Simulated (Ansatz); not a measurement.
**CH6AuNS: one species, many methods**

One table from this session's results is given with a row withheld; the runs are named, their logs left out.

The runs use Ansatz 0.2.0, Gaussian basis; functionals in def2-TZVPP, the program's frozen cores in correlated methods.

Levels to be run: LDA (SPW92), PBE-D4, revPBE-D4, BLYP-D4, r2SCAN-D4, B97M-V, PBE0-D4, B3LYP-D4, r2SCANh-D4, r2SCAN0-D4, HSE06-D4, BHLYP-D4, CAM-B3LYP-D4, LC-ωPBE, ωB97X-V, ωB97M-V, B2PLYP, PBE-QIDH; CCSD(T)/def2-SVP; CCSD(T)/def2-TZVPP; MP2/def2-QZVPP; extrapolation to the limit; RPA on PBE.

## The geometry

All runs share one geometry, relaxed beforehand with PBE0-D4 in a triple-zeta def2 set. Au takes the def2 core potential; no spin-orbit term is included.

SMILES `C[S][Au-][NH3+]`, 10 atoms, charge 0, spin multiplicity 1.

Atoms are counted from 1 here; the program's logs count them from 0.

Bond lengths: C1–S2 1.817 Å, C1–H5 1.090 Å, C1–H6 1.090 Å, C1–H7 1.092 Å, S2–Au3 2.248 Å, Au3–N4 2.134 Å, N4–H8 1.014 Å, N4–H9 1.014 Å, N4–H10 1.014 Å. Angles: S2–C1–H5 111.9°, S2–C1–H6 111.9°, S2–C1–H7 106.5°, H5–C1–H6 109.5°, H5–C1–H7 108.4°, H6–C1–H7 108.4°, C1–S2–Au3 104.4°, S2–Au3–N4 177.5°, Au3–N4–H8 111.2°, Au3–N4–H9 111.2°, Au3–N4–H10 110.1°, H8–N4–H9 108.2°, H8–N4–H10 108.0°, H9–N4–H10 108.0°.

The first run:

The input, in.yaml:

```yaml
crystal:
  periodic: [false, false, false]
  atoms:
    - {symbol: C, position_ang: [0.035340, 1.955119, -1.587956]}
    - {symbol: S, position_ang: [1.431334, 1.271202, -0.648134]}
    - {symbol: Au, position_ang: [0.544683, -0.443165, 0.504082]}
    - {symbol: N, position_ang: [-0.213861, -2.086666, 1.633761]}
    - {symbol: H, position_ang: [-0.382150, 1.227614, -2.283757]}
    - {symbol: H, position_ang: [-0.752739, 2.326827, -0.933383]}
    - {symbol: H, position_ang: [0.430615, 2.794825, -2.163006]}
    - {symbol: H, position_ang: [-0.939873, -1.787492, 2.275330]}
    - {symbol: H, position_ang: [-0.601501, -2.801207, 1.027647]}
    - {symbol: H, position_ang: [0.531053, -2.508154, 2.178217]}
basis:
  gaussian: {orbitals: def2-TZVPP}
hamiltonian: {xc: lda}
output: {orbitals: {seedname: orbitals}}
```

Among the steps run: LDA; PBE-D4 (GGA); revPBE-D4 (GGA); BLYP-D4 (GGA); r2SCAN-D4 (meta-GGA); B97M-V (meta-GGA); PBE0-D4 (hybrid); B3LYP-D4 (hybrid); r2SCANh-D4 (hybrid); r2SCAN0-D4 (hybrid); HSE06-D4 (hybrid); BHLYP-D4 (hybrid); CAM-B3LYP-D4 (range-separated); LC-ωPBE-D4 (range-separated; the results give it without D4); ωB97X-V (range-separated); ωB97M-V (range-separated); B2PLYP (double hybrid); PBE-QIDH (double hybrid).

One of the session's tables, all rows but one given; the rest of the session is left out.

It belongs to the step «Frontier levels by functional». 

```
  functional  HOMO (eV)  gap (eV)
 LDA (SPW92)      -4.25      2.72
      PBE-D4      -4.10      2.67
   revPBE-D4      -4.03      2.67
     BLYP-D4      -3.97      2.53
   r2SCAN-D4      -4.27      3.37
      B97M-V      -4.34      3.05
     PBE0-D4      -5.18      4.54
    B3LYP-D4      -4.99      4.03
  r2SCANh-D4          ?         ?
  r2SCAN0-D4      -5.31      5.03
    HSE06-D4      -4.79      3.79
    BHLYP-D4      -6.17      6.12
CAM-B3LYP-D4      -6.46      6.57
     LC-ωPBE      -7.71      9.07
     ωB97X-V      -7.42      8.59
     ωB97M-V      -7.32      8.06
```

Estimate the missing values for r2SCANh-D4.

Worked estimate for «HOMO (eV)». Against the share of exact exchange, r2SCAN-D4 (0, -4.27), r2SCAN0-D4 (0.25, -5.31) give a slope of -4.16 per unit share; at 0.1 the line stands at -4.69.

As computed: HOMO (eV): -4.68; gap (eV): 4.04. In «HOMO (eV)» the line misses by -0.01.
